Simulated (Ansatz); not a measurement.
# Ti12C8O6 sheet: relaxing cell and atoms and single point

Aim: for Ti12C8O6 sheet, 3 runs in a chain (relaxing cell and atoms and single point).

Method: DFT PBE, scalar-relativistic, plane waves, PAW, and further levels as typed in the inputs, in Ansatz 0.2.0.

### Step 1. The structure to begin with

Symmetry: C2/m, No. 12, monoclinic system. The conventional cell has a = 10.566 Å, b = 6.100 Å, c = 24.620 Å, α = 90.00°, β = 90.00°, γ = 90.00°. Ti (site symmetry m) is surrounded by 6 C at 2.15 Å. C (site symmetry 1) has 6 Ti at 2.08 to 2.15 Å as nearest neighbours. Ti (site symmetry 1) is surrounded by 2 O at 2.02 Å and 3 C at 2.08 Å. O (site symmetry m) has 3 Ti at 2.02 Å as nearest neighbours. Ti (site symmetry 2) has 6 C at 2.15 Å as nearest neighbours. C (site symmetry m) has 6 Ti at 2.08 to 2.15 Å as nearest neighbours. Around Ti (site symmetry m) lie 2 O at 2.02 Å and 3 C at 2.08 Å. Around O (site symmetry 1) lie 3 Ti at 2.02 Å. Only part of the 10 independent sites is listed.

Coordinates:

```cif
data_structure
_symmetry_space_group_name_H-M 'P 1'
_symmetry_Int_Tables_number 1
_cell_length_a 6.1000
_cell_length_b 6.1000
_cell_length_c 24.6200
_cell_angle_alpha 90.000
_cell_angle_beta 90.000
_cell_angle_gamma 120.000
_cell_volume 793.37
loop_
_atom_site_label
_atom_site_type_symbol
_atom_site_fract_x
_atom_site_fract_y
_atom_site_fract_z
_atom_site_occupancy
Ti1 Ti 0.00000 0.00000 0.50000 1
C1 C 0.16667 0.33333 0.54996 1
C2 C 0.33333 0.16667 0.45004 1
Ti2 Ti 0.33333 0.16667 0.59464 1
Ti3 Ti 0.16667 0.33333 0.40536 1
O1 O 0.00000 0.00000 0.63444 1
Ti4 Ti 0.00000 0.50000 0.50000 1
C3 C 0.16667 0.83333 0.54996 1
C4 C 0.33333 0.66667 0.45004 1
Ti5 Ti 0.33333 0.66667 0.59464 1
Ti6 Ti 0.16667 0.83333 0.40536 1
O2 O 0.00000 0.50000 0.63444 1
O3 O 0.00000 0.50000 0.36556 1
Ti7 Ti 0.50000 0.00000 0.50000 1
C5 C 0.66667 0.33333 0.54996 1
C6 C 0.83333 0.16667 0.45004 1
Ti8 Ti 0.83333 0.16667 0.59464 1
Ti9 Ti 0.66667 0.33333 0.40536 1
O4 O 0.50000 0.00000 0.63444 1
O5 O 0.50000 0.00000 0.36556 1
Ti10 Ti 0.50000 0.50000 0.50000 1
C7 C 0.66667 0.83333 0.54996 1
C8 C 0.83333 0.66667 0.45004 1
Ti11 Ti 0.83333 0.66667 0.59464 1
Ti12 Ti 0.66667 0.83333 0.40536 1
O6 O 0.50000 0.50000 0.36556 1
```

### Step 2. Relaxing cell and atoms: Ti12C8O6 sheet, no spin

The input, input.yaml:

```yaml
crystal:
  lattice:
    - [6.1, 0.0, 0.0]
    - [-3.05, 5.2827549631, 0.0]
    - [0.0, 0.0, 24.62]
  atoms:
    - { symbol: Ti, position: [0.0, 0.0, 0.5] }
    - { symbol: C, position: [0.1666666667, 0.3333333333, 0.5499593826] }
    - { symbol: C, position: [0.3333333333, 0.1666666667, 0.4500406174] }
    - { symbol: Ti, position: [0.3333333333, 0.1666666667, 0.5946385053] }
    - { symbol: Ti, position: [0.1666666667, 0.3333333333, 0.4053614947] }
    - { symbol: O, position: [0.0, 0.0, 0.6344435418] }
    - { symbol: Ti, position: [0.0, 0.5, 0.5] }
    - { symbol: C, position: [0.1666666667, 0.8333333333, 0.5499593826] }
    - { symbol: C, position: [0.3333333333, 0.6666666667, 0.4500406174] }
    - { symbol: Ti, position: [0.3333333333, 0.6666666667, 0.5946385053] }
    - { symbol: Ti, position: [0.1666666667, 0.8333333333, 0.4053614947] }
    - { symbol: O, position: [0.0, 0.5, 0.6344435418] }
    - { symbol: O, position: [0.0, 0.5, 0.3655564582] }
    - { symbol: Ti, position: [0.5, 0.0, 0.5] }
    - { symbol: C, position: [0.6666666667, 0.3333333333, 0.5499593826] }
    - { symbol: C, position: [0.8333333333, 0.1666666667, 0.4500406174] }
    - { symbol: Ti, position: [0.8333333333, 0.1666666667, 0.5946385053] }
    - { symbol: Ti, position: [0.6666666667, 0.3333333333, 0.4053614947] }
    - { symbol: O, position: [0.5, 0.0, 0.6344435418] }
    - { symbol: O, position: [0.5, 0.0, 0.3655564582] }
    - { symbol: Ti, position: [0.5, 0.5, 0.5] }
    - { symbol: C, position: [0.6666666667, 0.8333333333, 0.5499593826] }
    - { symbol: C, position: [0.8333333333, 0.6666666667, 0.4500406174] }
    - { symbol: Ti, position: [0.8333333333, 0.6666666667, 0.5946385053] }
    - { symbol: Ti, position: [0.6666666667, 0.8333333333, 0.4053614947] }
    - { symbol: O, position: [0.5, 0.5, 0.3655564582] }
  periodic: [true, true, false]
scf:
  occupations: { method: gaussian, width: 0.05 }
  n_extra_bands: 6
output:
  forces: true
  stress: true
  write_density: true
  write_potential: true
  elf: true
  volumetric_format: npy
kpoints:
  mp_grid: { grid: [5, 5, 1] }
hamiltonian:
  xc: pbe
relax:
  f_tol: 0.02
  max_steps: 100
  cell: { stress_2d_tol: 0.1 }
```

The run is started by

```console
$ ansatz run input.yaml --threads 8 --pin off --max-ram 24576MiB --backend cpu --events-out ev --progress --plain --runs-dir out
```

Log:

```text
Warning: crystal.periodic: the lattice vector that does not repeat stood 0.000° off the slab's normal, 24.620 Å along it as the deck builds it. The run solves the slab on a vector along the normal, 37.040 Å long, with every atom where it was (on the deck's vector they left 18.00 Å outside them, and the widest stretch free of ions among them is 1.23 Å). A fractional position that the run reports is one of the run's cell, which starts as this one, and not of the deck's: it goes into a deck with that cell's vectors. The slab on that cell runs as it stands in a deck that lists each atom with its symbol and moment, types crystal.periodic and leaves out crystal.checkpoint, crystal.saddle_side, crystal.structure_sha256, crystal.space_group, crystal.setting, crystal.reduce_to_primitive, crystal.supercell, crystal.defects and each atom's wyckoff. Where those keys changed the vectors of the plane, lay the indices of each lattice_plane and lattice_line anew on these rows. Along the normal they count this vector already. An outside_sphere can name other atoms there (type this run's as sites). In the order of the run's atom list the slab is: crystal.lattice: [[6.1, 0.0, 0.0], [-3.05, 5.2827549631, 0.0], [0.0, -0.0, 37.039999996464]]; position: [0.0, 0.0, 0.3323434125587248]; position: [0.1666666667, 0.3333333333, 0.3655507559639467]; position: [0.3333333333, 0.1666666667, 0.2991360691535028]; position: [0.3333333333, 0.1666666667, 0.39524838018044267]; position: [0.1666666667, 0.3333333333, 0.26943844493700686]; position: [0.0, 0.0, 0.4217062635153119]; position: [0.0, 0.5, 0.3323434125587248]; position: [0.16666666669999997, 0.8333333332999999, 0.3655507559639467]; position: [0.3333333333, 0.6666666667, 0.2991360691535028]; position: [0.3333333333, 0.6666666667, 0.39524838018044267]; position: [0.16666666669999997, 0.8333333332999999, 0.26943844493700686]; position: [0.0, 0.5, 0.4217062635153119]; position: [0.0, 0.5, 0.24298056160213766]; position: [0.5, 0.0, 0.3323434125587248]; position: [0.6666666667, 0.3333333333, 0.3655507559639467]; position: [0.8333333333, 0.1666666667, 0.2991360691535028]; position: [0.8333333333, 0.1666666667, 0.39524838018044267]; position: [0.6666666667, 0.3333333333, 0.26943844493700686]; position: [0.5, 0.0, 0.4217062635153119]; position: [0.5, 0.0, 0.24298056160213766]; position: [0.5, 0.5, 0.3323434125587248]; position: [0.6666666667, 0.8333333332999999, 0.3655507559639467]; position: [0.8333333332999999, 0.6666666667, 0.2991360691535028]; position: [0.8333333332999999, 0.6666666667, 0.39524838018044267]; position: [0.6666666667, 0.8333333332999999, 0.26943844493700686]; position: [0.5, 0.5, 0.24298056160213766];
Warning: RAYON_NUM_THREADS=8 ignored (pool sized by the plan → 8); use --threads N
[... 71 lines left out ...]
  atom   1  Ti    -0.00262723     0.00151683     0.00571009
  atom   2  C      0.00545718    -0.00429812    -0.00271694
  atom   3  C     -0.00545718     0.00429812     0.00271694
  atom   4  Ti     0.00146505     0.00709973    -0.00242897
  atom   5  Ti    -0.00146505    -0.00709973     0.00242897
  atom   6  O      0.01288000    -0.00743627     0.00814254
  atom   7  Ti     0.00372874     0.00645837     0.00000000
  atom   8  C     -0.00330908     0.00191050     0.00421879
  atom   9  C      0.00330908    -0.00191050    -0.00421879
  atom  10  Ti     0.00660193    -0.00381163     0.00847573
  atom  11  Ti    -0.00660193     0.00381163    -0.00847573
  atom  12  O      0.00215303     0.00591175     0.00094268
  atom  13  O      0.00404321     0.00482045    -0.00094268
  atom  14  Ti    -0.00372874    -0.00645837    -0.00000000
  atom  15  C     -0.00635291     0.00366786     0.00132817
  atom  16  C      0.00635291    -0.00366786    -0.00132817
  atom  17  Ti    -0.00259168     0.00149631    -0.01115531
  atom  18  Ti     0.00259168    -0.00149631     0.01115531
  atom  19  O     -0.00404321    -0.00482045     0.00094268
  atom  20  O     -0.00215303    -0.00591175    -0.00094268
  atom  21  Ti     0.00262723    -0.00151683    -0.00571009
  atom  22  C      0.00645087    -0.00257700    -0.00271694
  atom  23  C     -0.00645087     0.00257700     0.00271694
  atom  24  Ti    -0.00541602    -0.00481863    -0.00242897
  atom  25  Ti     0.00541602     0.00481863     0.00242897
  atom  26  O     -0.01288000     0.00743627    -0.00814254
  max |Σ_I F_I| component: 3.47e-18 eV/Å
--- 2D stress c σ (N/m, compression-positive) ---
        0.013861      -0.008028       0.000000
       -0.008028       0.004591      -0.000000
        0.000000      -0.000000       0.000000
  P = ½ c Tr σ = 0.0092 N/m
--- Band table (eV; the first three rows and the last of 9) ---
[... 4 lines left out ...]
  the weakly bound empty levels are not read free of the cell's end (no_gap_told)
--- Relaxed structure (7 steps of the walk, 6 accepted, 1 SCFs on fresh bases) ---
  F+E_penalty+E_count = -35432.05635460 eV   max|allowed force component| = 1.288e-2 eV/Å   (the final SCF, on the basis selected at the relaxed cell)
  cell:  # Å, volume = 1190.7209 Å³
    - [6.0926811157908425, -0.00010341054180886268, -3.887593428305322e-99]
    - [-3.046430114051647, 5.276364918161684, 6.631535269775454e-100]
    - [-2.360597714270435e-98, -8.979220876180164e-99, 37.039999996464]
  atoms:
    - { symbol: Ti, position: [-0.0011797042213630552, 0.0011797042213630557, 0.33102703236150693] }
    - { symbol: C, position: [0.16742165102958095, 0.3333978020808562, 0.36698091496170027] }
    - { symbol: C, position: [0.33257834897041916, 0.16660219791914402, 0.29770591015574943] }
    - { symbol: Ti, position: [0.3229395047716681, 0.14781427580929213, 0.399138109426305] }
    - { symbol: Ti, position: [0.17706049522833187, 0.3521857241907079, 0.2655487156911447] }
    - { symbol: O, position: [0.003173678292057283, -0.003173678292057285, 0.4263118219568206] }
    - { symbol: Ti, position: [-0.004236862429811222, 0.4957631375701888, 0.33234341255872485] }
    - { symbol: C, position: [0.16666556642886737, 0.833334433571133, 0.36636921574802045] }
    - { symbol: C, position: [0.33333443357113285, 0.6666655664288672, 0.29831760936942925] }
    - { symbol: Ti, position: [0.32280354831262836, 0.6771964516873717, 0.39964229486246167] }
    - { symbol: Ti, position: [0.17719645168737166, 0.8228035483126283, 0.2650445302549881] }
    - { symbol: O, position: [0.004163047121247737, 0.5080897130675088, 0.42623258491507465] }
    - { symbol: O, position: [0.00808971306750883, 0.5041630471212477, 0.23845424020237505] }
    - { symbol: Ti, position: [0.5042368624298114, 0.004236862429811258, 0.33234341255872485] }
    - { symbol: C, position: [0.6657884860087643, 0.33421151399123594, 0.3668263762909175] }
    - { symbol: C, position: [0.8342115139912362, 0.1657884860087642, 0.29786044882653223] }
    - { symbol: Ti, position: [0.8339186622229753, 0.16608133777702494, 0.40029603491985616] }
    - { symbol: Ti, position: [0.6660813377770249, 0.33391866222297517, 0.2643907901975936] }
    - { symbol: O, position: [0.49191028693249134, -0.004163047121247696, 0.42623258491507465] }
    - { symbol: O, position: [0.49583695287875235, -0.008089713067508768, 0.23845424020237505] }
    - { symbol: Ti, position: [0.5011797042213632, 0.49882029577863707, 0.3336597927559428] }
    - { symbol: C, position: [0.6666021979191442, 0.8325783489704194, 0.36698091496170027] }
    - { symbol: C, position: [0.8333978020808561, 0.6674216510295808, 0.29770591015574943] }
    - { symbol: Ti, position: [0.852185724190708, 0.677060495228332, 0.399138109426305] }
    - { symbol: Ti, position: [0.6478142758092922, 0.8229395047716682, 0.2655487156911447] }
    - { symbol: O, position: [0.4968263217079429, 0.5031736782920574, 0.23837500316062907] }
```

It took 90 s on 8 threads of Intel Xeon 6975P-C (Granite Rapids), shared host; peak memory 6.4 GiB.

Relaxation path:

| step | E - E(step 1) (eV/cell) | largest force component (eV/Å) | pressure (GPa) | volume (Å³) |
| --- | --- | --- | --- | --- |
| 1 | 0.0000 | 2.8067 | n/a | 1193.61 |
| 2 | -2.0004 | 0.7812 | n/a | 1179.37 |
| 3 | -2.1215 | 0.4556 | n/a | 1186.91 |
| 4 | -2.1588 | 0.2401 | n/a | 1191.15 |
| 5 | -2.1651 | 0.0858 | n/a | 1190.95 |
| 6 | -2.1621 | 0.0815 | n/a | 1192.91 |
| 7 | -2.1673 | 0.0129 | n/a | 1190.72 |
| 8 | -2.1654 | 0.0129 | n/a | 1190.72 |

Step 1 is the start. Step 8 repeats the geometry before it on a plane-wave basis chosen anew for that cell, so its energy need not be comparable with the rows above. Step 6 was tried and not accepted.

|  | before | after | change |
| --- | --- | --- | --- |
| a (Å) | 6.100 | 6.093 | -0.1 % |
| b (Å) | 6.100 | 6.093 | -0.1 % |
| shortest distance (Å) | 2.015 | 1.949 | -3.3 % |
| space group (0.01 Å) | C2/m | C2/m | same |

Forces and stress were held to the start's 4 operations: a distortion of lower symmetry was not tested.

Density in a lattice plane of the grid's cell (edges 6.09 and 37.04 Å, at 0.001 of the third edge), which holds Ti and O.

Values in e/Å³, 12 rows by 6 columns:
```
 0.00  0.00  0.00  0.00  0.00  0.00
 0.00  0.00  0.00  0.00  0.00  0.00
 0.00  0.00  0.00  0.00  0.00  0.00
 0.00  0.00  0.00  0.00  0.00  0.00
 0.00  0.00  0.00  0.00  0.00  0.00
 0.00  0.00  0.00  0.00  0.00  0.00
 4.82  0.43  0.44  4.69  0.34  0.33
10.05  0.33  0.36 10.01  0.41  0.35
 0.08  0.12  0.34  3.82  0.34  0.12
 0.00  0.00  0.00  0.00  0.00  0.00
 0.00  0.00  0.00  0.00  0.00  0.00
 0.00  0.00  0.00  0.00  0.00  0.00
```
Columns run along the first of these edges and rows up along the second, over one cell in 6 and 12 even steps from the bottom left corner. Atoms in the plane (fractional): Ti at (1.00, 0.33), O at (0.00, 0.43), Ti at (0.50, 0.33), O at (0.49, 0.43), O at (0.50, 0.24).

ELF in the same plane.

Ten even steps from ' ' (0.00) to '@' (0.77):
```
            
            
            
            
            
            
            
            
            
            
@@----@@----
**....**....
**----##----
  %%%%..%%%%
**..::@@::..
    ..==..  
            
            
            
            
```
Columns run along the first of these edges and rows up along the second, over one cell in 6 and 20 even steps from the bottom left corner. Atoms in the plane (fractional): Ti at (1.00, 0.33), O at (0.00, 0.43), Ti at (0.50, 0.33), O at (0.49, 0.43), O at (0.50, 0.24).

Both are smooth fields of the valence electrons: close to the nuclei they are not physical.

Maxima of ELF outside the ion cores: 0.85 in the shell around O, 0.6 Å from O; 0.85 beside O, off the lines to its neighbours, 0.6 Å from O; 0.82 in the shell around C, 0.8 Å from C.

### Step 3. Single point: mesh 7×7×1

It takes the final geometry of step 2.

The input, input.yaml:

```yaml
crystal:
  lattice:
    - [6.0926811158, -0.0001034105, 0.0]
    - [-3.0464301141, 5.2763649182, 0.0]
    - [0.0, 0.0, 37.0399999965]
  atoms:
    - { symbol: Ti, position: [-0.0011797042, 0.0011797042, 0.3310270324] }
    - { symbol: C, position: [0.167421651, 0.3333978021, 0.366980915] }
    - { symbol: C, position: [0.332578349, 0.1666021979, 0.2977059102] }
    - { symbol: Ti, position: [0.3229395048, 0.1478142758, 0.3991381094] }
    - { symbol: Ti, position: [0.1770604952, 0.3521857242, 0.2655487157] }
    - { symbol: O, position: [0.0031736783, -0.0031736783, 0.426311822] }
    - { symbol: Ti, position: [-0.0042368624, 0.4957631376, 0.3323434126] }
    - { symbol: C, position: [0.1666655664, 0.8333344336, 0.3663692157] }
    - { symbol: C, position: [0.3333344336, 0.6666655664, 0.2983176094] }
    - { symbol: Ti, position: [0.3228035483, 0.6771964517, 0.3996422949] }
    - { symbol: Ti, position: [0.1771964517, 0.8228035483, 0.2650445303] }
    - { symbol: O, position: [0.0041630471, 0.5080897131, 0.4262325849] }
    - { symbol: O, position: [0.0080897131, 0.5041630471, 0.2384542402] }
    - { symbol: Ti, position: [0.5042368624, 0.0042368624, 0.3323434126] }
    - { symbol: C, position: [0.665788486, 0.334211514, 0.3668263763] }
    - { symbol: C, position: [0.834211514, 0.165788486, 0.2978604488] }
    - { symbol: Ti, position: [0.8339186622, 0.1660813378, 0.4002960349] }
    - { symbol: Ti, position: [0.6660813378, 0.3339186622, 0.2643907902] }
    - { symbol: O, position: [0.4919102869, -0.0041630471, 0.4262325849] }
    - { symbol: O, position: [0.4958369529, -0.0080897131, 0.2384542402] }
    - { symbol: Ti, position: [0.5011797042, 0.4988202958, 0.3336597928] }
    - { symbol: C, position: [0.6666021979, 0.832578349, 0.366980915] }
    - { symbol: C, position: [0.8333978021, 0.667421651, 0.2977059102] }
    - { symbol: Ti, position: [0.8521857242, 0.6770604952, 0.3991381094] }
    - { symbol: Ti, position: [0.6478142758, 0.8229395048, 0.2655487157] }
    - { symbol: O, position: [0.4968263217, 0.5031736783, 0.2383750032] }
  periodic: [true, true, false]
scf:
  occupations: { method: gaussian, width: 0.05 }
  n_extra_bands: 6
output:
  eigenvalues: true
kpoints:
  mp_grid: { grid: [7, 7, 1] }
hamiltonian:
  xc: pbe
```

The run is started by

```console
$ ansatz run input.yaml --threads 8 --pin off --max-ram 24576MiB --backend cpu --events-out ev --progress --plain --runs-dir out
```

Log (excerpt; [...] marks lines left out):

```text
Warning: RAYON_NUM_THREADS=8 ignored (pool sized by the plan → 8); use --threads N
scf.n_extra_bands = 6 over 106 filled bands (N_el = 212.0): the run solves 112 bands
[...]
Pseudopotentials: kind: paw
Pseudopotential: Ti, paw, valence charge 12, recommended cutoff 420 eV (normal), Ti.paw.azcp
Pseudopotential: C, paw, valence charge 4, recommended cutoff 420 eV (normal), C.paw.azcp
Pseudopotential: O, paw, valence charge 6, recommended cutoff 420 eV (normal), O.paw.azcp
Functional definition: PBE
[...]
Crystal: 26 atoms, lattice volume = 1190.721 Å³
Basis set: ecut = 420 eV, 23241 PW (Γ)
Bands: 112, of which v1, the nominal top of the filled ones, is band 106 counted from 1 (105 counted from 0)
Symmetry: 4 space group operations
Space group: C2/m (ITA 12), of the structure as read, at distance tolerance 1.1e-4 Å
k-points: 16 of 49
[...]
SCF iter   1: F=—  HF=-35432.068639 eV  |F-HF|=—  |Δ(HF+E_count)|=         —  Δρ=3.02e-3  dr2=2.12e-1  ethr=1.77e-3  ⟨swp⟩=10.4  Hψ=10120  notcnv=0
[...]
SCF iter   9: F=-35432.064944 eV  HF=-35432.064944 eV  |F-HF|=8.91e-9  |Δ(HF+E_count)|=   1.34e-7  Δρ=1.43e-6  dr2=3.45e-8  ethr=4.72e-11  ⟨swp⟩=3.5  Hψ=4462  notcnv=0
[...]
SCF converged after 9 iterations
Free energy (F): -35432.064944 eV
[...]
E sigma→0 (E₀):  -35432.059758 eV
Entropy (-TS):   -0.010372 eV (-0.399 meV/atom)
Fermi energy:    -5.206093 eV
[...]
--- Band table (eV; the first three rows and the last of 16) ---
[...]
```

It took 19 s on 8 threads of Intel Xeon 6975P-C (Granite Rapids), shared host; peak memory 6.7 GiB.

### Step 4. Single point: r2SCAN

It takes the final geometry of step 2.

Changes to input.yaml since step 3:

```diff
@@ -41,2 +41,2 @@
 hamiltonian:
-  xc: pbe
+  xc: r2scan
```

The run is started by

```console
$ ansatz run input.yaml --threads 8 --pin off --max-ram 24576MiB --backend cpu --events-out ev --progress --plain --runs-dir out
```

Log (excerpt; [...] marks lines left out):

```text
Warning: RAYON_NUM_THREADS=8 ignored (pool sized by the plan → 8); use --threads N
scf.n_extra_bands = 6 over 106 filled bands (N_el = 212.0): the run solves 112 bands
[...]
[... 1 set-up line as earlier in the session ...]
Pseudopotential: Ti, paw, valence charge 12, recommended cutoff 500 eV (meta_gga), Ti.paw.azcp
Pseudopotential: C, paw, valence charge 4, recommended cutoff 500 eV (meta_gga), C.paw.azcp
Pseudopotential: O, paw, valence charge 6, recommended cutoff 500 eV (meta_gga), O.paw.azcp
Functional definition: r2SCAN
[...]
Crystal: 26 atoms, lattice volume = 1190.721 Å³
Basis set: ecut = 500 eV, 30171 PW (Γ), exchange–correlation on 180×180×1152 points (64 copies of the dense FFT grid, shifted against one another)
Bands: 112, of which v1, the nominal top of the filled ones, is band 106 counted from 1 (105 counted from 0)
[... 2 set-up lines as earlier in the session ...]
k-points: 16 of 49
[...]
SCF iter   1: F=—  HF=-35504.207863 eV  |F-HF|=—  |Δ(HF+E_count)|=         —  Δρ=1.09e-2  dr2=1.77e0  dr2_τ=1.79e0  ethr=1.77e-3  ⟨swp⟩=10.5  Hψ=9966  notcnv=0
[...]
SCF iter  11: F=-35504.764203 eV  HF=-35504.764203 eV  |F-HF|=1.17e-8  |Δ(HF+E_count)|=   5.93e-8  Δρ=1.71e-6  dr2=3.33e-8  dr2_τ=2.21e-9  ethr=4.72e-11  ⟨swp⟩=16.5  Hψ=6555  notcnv=0
[...]
SCF converged after 11 iterations
Free energy (F): -35504.764203 eV
[...]
E sigma→0 (E₀):  -35504.759116 eV
Entropy (-TS):   -0.010173 eV (-0.391 meV/atom)
Fermi energy:    -5.298155 eV
[...]
--- Band table (eV; the first three rows and the last of 16) ---
[...]
```

Wall time 41 s (8 threads of Intel Xeon 6975P-C (Granite Rapids), shared host); peak memory 10 GiB.

### Step 5. The runs side by side

| step | level | k mesh | energy (eV) | gap on the mesh (eV) | time |
| --- | --- | --- | --- | --- | --- |
| 2 | PBE | 5×5×1 | -35432.052 | 0.00 | 90 s |
| 3 | PBE | 7×7×1 | -35432.060 | 0.00 | 19 s |
| 4 | r2SCAN | 7×7×1 | -35504.759 | 0.00 | 41 s |

Totals of different systems or levels have different zeros; only balanced differences at one level mean anything.

**Reading.** The final runs have no spin polarisation, so no magnetic state was tried and one may lie lower.
